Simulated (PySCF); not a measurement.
# C2H8GeOSi2: the cost of one run

Programs: PySCF 2.14.0, with routines of our own; each step states its level. All values are computed. Atoms count from 0.

### Step 1. The starting structure

14 atoms, charge 0, multiplicity 1; geometry from: GFN2-xTB.

### Step 2. Magnetic properties: GIAO B97-2/pcSseg-1

Job settings and geometry (Å):

```
{"job": {"kind": "mag", "xc": "B97-2", "basis": "pcSseg-1", "isotopologues": 2}, "charge": 0, "multiplicity": 1}
C     -1.352973     2.662543    -0.374115
C     -0.849948     1.615705    -0.060144
Si    -0.097387    -0.029173     0.389040
O     -0.063802    -0.171548     2.017944
Si    -1.416731    -1.814453    -0.264730
Ge     2.118823     0.083380    -0.425964
H     -1.792564     3.581332    -0.641122
H      0.406097     0.441387     2.578314
H     -2.770213    -1.725281     0.284940
H     -0.854063    -3.105471     0.143443
H     -1.536383    -1.841794    -1.726310
H      2.340798     0.925160    -1.647294
H      3.154097     0.614916     0.534979
H      2.713570    -1.237176    -0.831147
```

With the program's defaults for keys left out, this is: GIAO B97-2/pcSseg-1 magnetisability, rotational g tensor and spin-rotation constants, non-relativistic, gas phase.

Launch:

```sh
$ OMP_NUM_THREADS=1 python excited_run.py task.json out
```

The driver reads the jobs from task.json and runs them one after another.

Q: Estimate the wall time and peak memory of this first job on 1 thread of Arm Neoverse V2, shared host.

About 33 s, with a peak of 0.86 GiB.
